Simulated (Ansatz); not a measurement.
# Tl: the cost of one run

Computed with Ansatz 0.2.0 (DFT PBE, scalar-relativistic, plane waves, PAW, unless a step's input says otherwise).

4 further runs of the same task are left out: 2 that didn't finish, 2 set aside as unsound or not needed.

**1. The starting structure**

Symmetry: P6_3/mmc, No. 194, hexagonal system. The conventional cell has a = 3.612 Å, b = 3.612 Å, c = 5.565 Å, α = 90.00°, β = 90.00°, γ = 120.00°. Tl (site symmetry -6m2) has 12 Tl at 3.48 to 3.61 Å as nearest neighbours.

As a file:

```
CELL_PARAMETERS angstrom
3.61243 0.00000 0.00000
-1.80621 3.12846 0.00000
0.00000 0.00000 5.56527
ATOMIC_POSITIONS crystal
Tl 0.33333 0.66667 0.75000
Tl 0.66667 0.33333 0.25000
```

This cell was relaxed beforehand with the same method: volume 31.45 Å³/atom, gap on the mesh none (metal).

**2. Bulk reference on the slab's mesh**

Input file input.yaml:

```yaml
crystal:
  lattice:
    - [3.612429659, 0.0, 0.0]
    - [-1.8062148295, 6.3843122089, 0.0]
    - [1.8062148295, 1.5330133788, 2.7271057939]
  atoms:
    - { symbol: Tl, position: [0.5833333333, 0.25, 0.0833333333] }
    - { symbol: Tl, position: [0.4166666667, 0.75, 0.9166666667] }
basis:
  ecutwfc: 420
kpoints:
  mp_grid: { grid: [10, 6, 13] }
hamiltonian:
  xc: pbe
scf:
  occupations: { method: gaussian, width: 0.1 }
output:
  forces: true
  stress: true
  eigenvalues: true
  write_density: true
  write_potential: true
  elf: true
  volumetric_format: npy
```

Started as:

```console
ansatz run input.yaml --threads 2 --pin off --max-ram 5632MiB --backend cpu --events-out ev --progress --plain --runs-dir out
```

Q: Estimate wall time and peak memory on 2 threads of Arm Neoverse V1, shared host.

About 12 s, with a peak of 0.57 GiB.
